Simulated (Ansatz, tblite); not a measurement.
# C19H21N3S3Si2: rung by rung

How do method and basis change the picture of C19H21N3S3Si2 (singlet)?

Program: Ansatz 0.2.0, Gaussian basis. Level of theory: as each input shows. These are calculated values, not measurements.

Plan: GFN1-xTB, GFN2-xTB, PBE-D4/def2-TZVP, r2SCAN-D4/def2-TZVP, PBE-D4/def2-SVP, PBE0-D4/def2-SVP.

1 further run of the same task is left out (set aside as unsound or not needed).

## Step 1: The relaxed structure

The singlet was relaxed beforehand with r2SCAN-D4/def2-SVP.

SMILES `C[Si](C)(C)C#Cc1cnc(-c2cnc(-c3cnc(C#C[Si](C)(C)C)s3)s2)s1`, 48 atoms, charge 0, spin multiplicity 1.

Bond lengths: C1–Si2 1.878 Å, C1–H28 1.102 Å, C1–H29 1.102 Å, C1–H30 1.103 Å, Si2–C3 1.878 Å, Si2–C4 1.878 Å, Si2–C5 1.847 Å, C3–H31 1.102 Å, C3–H32 1.103 Å, C3–H33 1.102 Å, C4–H34 1.102 Å, C4–H35 1.102 Å, C4–H36 1.103 Å, C5–C6 1.231 Å, C6–C7 1.402 Å, C7–C8 1.395 Å, C7–S27 1.750 Å, C8–N9 1.347 Å and more. Angles: Si2–C1–H28 111.3°, Si2–C1–H29 111.3°, Si2–C1–H30 110.6°, H28–C1–H29 107.8°, H28–C1–H30 107.9°, H29–C1–H30 107.9°, C1–Si2–C3 110.5°, C1–Si2–C4 110.7°, C1–Si2–C5 108.5°, C3–Si2–C4 110.7°, C3–Si2–C5 108.5°, C4–Si2–C5 107.9°, Si2–C3–H31 111.2°, Si2–C3–H32 110.6°, Si2–C3–H33 111.3°, H31–C3–H32 107.9°, H31–C3–H33 107.8°, H32–C3–H33 107.9° and more.

PBE0-D4/def2-TZVP was run before; its log isn't repeated, and its numbers join the tables.

## Step 2: GFN1-xTB

Tight binding, by tblite at 300 K electronic temperature and without a spin-polarisation term:

```python
tblite.interface.Calculator('GFN1-xTB', numbers, positions, charge=0, uhf=0).singlepoint()
```

Energy -2061.2905 eV, HOMO -10.75 eV, LUMO -8.98 eV; 0.16 s.

## Step 3: GFN2-xTB

Tight binding, by tblite at 300 K electronic temperature and without a spin-polarisation term:

```python
tblite.interface.Calculator('GFN2-xTB', numbers, positions, charge=0, uhf=0).singlepoint()
```

Energy -1992.0964 eV, HOMO -10.21 eV, LUMO -8.47 eV; 0.17 s.

## Step 4: PBE-D4/def2-TZVP

start.molden holds the orbitals of an earlier run on this state, given as this run's starting guess.

in.yaml reads:

```yaml
crystal:
  periodic: [false, false, false]
  atoms:
    - {symbol: C, position_ang: [-8.754970, 0.030052, 2.429267]}
    - {symbol: Si, position_ang: [-8.648718, -0.768236, 0.732420]}
    - {symbol: C, position_ang: [-8.681976, -2.640257, 0.881778]}
    - {symbol: C, position_ang: [-10.042645, -0.166093, -0.372936]}
    - {symbol: C, position_ang: [-7.050697, -0.271272, -0.048850]}
    - {symbol: C, position_ang: [-5.995091, 0.066950, -0.583860]}
    - {symbol: C, position_ang: [-4.801822, 0.459096, -1.205915]}
    - {symbol: C, position_ang: [-4.627733, 1.129990, -2.416264]}
    - {symbol: N, position_ang: [-3.359215, 1.388333, -2.787767]}
    - {symbol: C, position_ang: [-2.492620, 0.938145, -1.901154]}
    - {symbol: C, position_ang: [-1.069067, 1.083739, -2.056691]}
    - {symbol: C, position_ang: [-0.416231, 1.696237, -3.123608]}
    - {symbol: N, position_ang: [0.929488, 1.721024, -3.065515]}
    - {symbol: C, position_ang: [1.380152, 1.140858, -1.971605]}
    - {symbol: C, position_ang: [2.779785, 1.027290, -1.656956]}
    - {symbol: C, position_ang: [3.831802, 1.501382, -2.439962]}
    - {symbol: N, position_ang: [5.074145, 1.293002, -1.964177]}
    - {symbol: C, position_ang: [5.050335, 0.657664, -0.808358]}
    - {symbol: C, position_ang: [6.173008, 0.286665, -0.045916]}
    - {symbol: C, position_ang: [7.150944, -0.039368, 0.624080]}
    - {symbol: Si, position_ang: [8.672438, -0.496176, 1.573491]}
    - {symbol: C, position_ang: [9.624336, 1.082343, 1.928465]}
    - {symbol: C, position_ang: [8.144282, -1.334385, 3.167764]}
    - {symbol: C, position_ang: [9.688668, -1.660816, 0.508126]}
    - {symbol: S, position_ang: [3.420830, 0.273203, -0.235814]}
    - {symbol: S, position_ang: [0.114675, 0.509737, -0.921764]}
    - {symbol: S, position_ang: [-3.223980, 0.147463, -0.516341]}
    - {symbol: H, position_ang: [-8.717140, 1.128670, 2.356816]}
    - {symbol: H, position_ang: [-7.923954, -0.293662, 3.076116]}
    - {symbol: H, position_ang: [-9.699300, -0.244973, 2.928446]}
    - {symbol: H, position_ang: [-8.600433, -3.121131, -0.106030]}
    - {symbol: H, position_ang: [-9.624869, -2.975381, 1.345709]}
    - {symbol: H, position_ang: [-7.850032, -3.006482, 1.504303]}
    - {symbol: H, position_ang: [-10.017991, 0.929516, -0.486126]}
    - {symbol: H, position_ang: [-9.975465, -0.610838, -1.378663]}
    - {symbol: H, position_ang: [-11.021909, -0.440482, 0.053834]}
    - {symbol: H, position_ang: [-5.465005, 1.439993, -3.045786]}
    - {symbol: H, position_ang: [-0.954303, 2.135258, -3.966116]}
    - {symbol: H, position_ang: [3.670652, 2.015847, -3.389469]}
    - {symbol: H, position_ang: [10.550457, 0.858820, 2.484215]}
    - {symbol: H, position_ang: [9.026710, 1.783423, 2.532437]}
    - {symbol: H, position_ang: [9.904327, 1.595673, 0.994820]}
    - {symbol: H, position_ang: [7.560884, -2.247082, 2.967026]}
    - {symbol: H, position_ang: [9.027637, -1.622050, 3.762185]}
    - {symbol: H, position_ang: [7.524449, -0.665896, 3.786308]}
    - {symbol: H, position_ang: [10.616198, -1.951398, 1.029472]}
    - {symbol: H, position_ang: [9.129103, -2.580092, 0.273038]}
    - {symbol: H, position_ang: [9.969892, -1.184310, -0.444472]}
basis:
  gaussian: {orbitals: def2-TZVP, fitting: {mean_field: def2-universal-jkfit}, initial_orbitals: start.molden}
hamiltonian: {xc: pbe, dispersion: d4}
scf: {omitted_lower_state_checks: [starts]}
output: {forces: true, orbitals: {seedname: orbitals}}
```

On the command line:

```console
$ ansatz run in.yaml --threads 2 --pin off --events-out ev --progress --plain --max-ram 32768MiB --backend cuda --devices 0, --max-vram 18GiB
```

The runs that follow: r2SCAN-D4/def2-TZVP; PBE-D4/def2-SVP; PBE0-D4/def2-SVP.

Q: Predict the results of all the runs planned. Wanted: gap in def2-TZVP, named functionals, smallest and largest; binding an atom, functionals in def2-TZVP; PBE0 total energy, smallest basis above largest.

**Answer**, as computed:

| quantity | value |
| --- | --- |
| gap in def2-TZVP, named functionals, smallest and largest | 1.86 eV (PBE-D4), 3.21 eV (PBE0-D4) |
| binding an atom, functionals in def2-TZVP | 4.68 (r2SCAN-D4) to 4.83 eV (PBE-D4) |
| PBE0 total energy, smallest basis above largest | 43.20 eV (def2-SVP, def2-TZVP) |

In words: Over the named functionals in def2-TZVP the gap runs from 1.86 eV (PBE-D4) to 3.21 eV (PBE0-D4); exact exchange widens it.
